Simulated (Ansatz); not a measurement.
# AlSi₃H₉: basis-set convergence

The task here is to estimate one member of a computed series from the others.

Method: one geometry, several basis sets; program: Ansatz 0.2.0, Gaussian basis.

Levels to be run: PBE0-D4/def2-SVP; ωB97M-V/def2-SVP; PBE0-D4/def2-QZVPP; ωB97M-V/def2-QZVPP; the functionals' def2-TZVPP values are taken from earlier runs.

### The geometry

An earlier PBE0-D4 in a triple-zeta def2 set relaxation fixed the geometry.

SMILES `[AlH2][SiH2][SiH2][SiH3]`, 13 atoms, charge 0, spin multiplicity 1.

Atoms are counted from 1 here; the program's logs count them from 0.

Bond lengths: Al1–Si2 2.466 Å, Al1–H5 1.590 Å, Al1–H6 1.588 Å, Si2–Si3 2.337 Å, Si2–H7 1.491 Å, Si2–H8 1.490 Å, Si3–Si4 2.336 Å, Si3–H9 1.488 Å, Si3–H10 1.489 Å, Si4–H11 1.531 Å, Si4–H12 1.485 Å, Si4–H13 1.486 Å. Angles: Si2–Al1–H5 116.2°, Si2–Al1–H6 121.4°, H5–Al1–H6 121.2°, Al1–Si2–Si3 96.3°, Al1–Si2–H7 114.9°, Al1–Si2–H8 117.7°, Si3–Si2–H7 107.2°, Si3–Si2–H8 111.5°, H7–Si2–H8 108.4°, Si2–Si3–Si4 95.5°, Si2–Si3–H9 120.7°, Si2–Si3–H10 111.5°, Si4–Si3–H9 111.6°, Si4–Si3–H10 106.8°, H9–Si3–H10 109.3°, Si3–Si4–H11 104.8°, Si3–Si4–H12 112.9°, Si3–Si4–H13 120.6° and more.

Geometry (Å):

```mol
AlH9Si3
  3D, bonds by distance, orders not assigned

 13 12  0  0  0  0  0  0  0  0999 V2000
   -0.9641    1.0828   -1.3723 Al  0  0
    0.5130   -0.8902   -1.4578 Si  0  0
    1.3996   -0.6389    0.6900 Si  0  0
   -0.5713    0.1638    1.6527 Si  0  0
   -0.2437    2.5003   -1.3863 H   0  0
   -2.5320    0.9540   -1.5889 H   0  0
   -0.1944   -2.2027   -1.4917 H   0  0
    1.5855   -0.9075   -2.4924 H   0  0
    1.9338   -1.8117    1.4339 H   0  0
    2.3893    0.4722    0.7451 H   0  0
   -1.1365    1.1473    0.6249 H   0  0
   -1.6279   -0.8749    1.7583 H   0  0
   -0.5310    0.9707    2.8993 H   0  0
  1  2  8  0
  2  3  8  0
  3  4  8  0
  1  5  8  0
  1  6  8  0
  2  7  8  0
  2  8  8  0
  3  9  8  0
  3 10  8  0
  4 11  8  0
  4 12  8  0
  4 13  8  0
M  END
```

The first run:

Input file in.yaml:

```yaml
crystal:
  periodic: [false, false, false]
  atoms:
    - {symbol: Al, position_ang: [-0.964147, 1.082832, -1.372260]}
    - {symbol: Si, position_ang: [0.512999, -0.890156, -1.457791]}
    - {symbol: Si, position_ang: [1.399628, -0.638864, 0.690022]}
    - {symbol: Si, position_ang: [-0.571279, 0.163754, 1.652685]}
    - {symbol: H, position_ang: [-0.243653, 2.500251, -1.386307]}
    - {symbol: H, position_ang: [-2.531956, 0.954044, -1.588939]}
    - {symbol: H, position_ang: [-0.194372, -2.202712, -1.491728]}
    - {symbol: H, position_ang: [1.585450, -0.907451, -2.492361]}
    - {symbol: H, position_ang: [1.933844, -1.811747, 1.433883]}
    - {symbol: H, position_ang: [2.389311, 0.472235, 0.745133]}
    - {symbol: H, position_ang: [-1.136538, 1.147272, 0.624927]}
    - {symbol: H, position_ang: [-1.627893, -0.874860, 1.758256]}
    - {symbol: H, position_ang: [-0.530995, 0.970702, 2.899280]}
basis:
  gaussian: {orbitals: def2-SVP}
hamiltonian: {xc: pbe0, dispersion: d4}
output: {orbitals: {seedname: orbitals}}
```

On the command line:

```console
$ ansatz run in.yaml --threads 4 --pin off --events-out ev --progress --plain --max-ram 10444MiB
```

Steps of the session up to this table: PBE0-D4 in def2-SVP; ωB97M-V in def2-SVP; PBE0-D4 in def2-QZVPP; ωB97M-V in def2-QZVPP.

One table of the session follows, with a row left open; its other results are not shown here.

It belongs to the step «Density functionals: the series». 

```
functional       basis  HOMO (eV)  LUMO (eV)
   PBE0-D4    def2-SVP      -7.26      -1.33
   PBE0-D4  def2-TZVPP          ?          ?
   PBE0-D4  def2-QZVPP      -7.20      -1.41
   ωB97M-V    def2-SVP      -9.16       0.46
   ωB97M-V  def2-TZVPP      -9.15       0.30
   ωB97M-V  def2-QZVPP      -9.15       0.14
```

**Question.** Estimate the row for PBE0-D4, def2-TZVPP.

As computed: HOMO (eV): -7.21; LUMO (eV): -1.38. In the column «HOMO (eV)» it lies between PBE0-D4, def2-SVP (-7.26) and PBE0-D4, def2-QZVPP (-7.20).
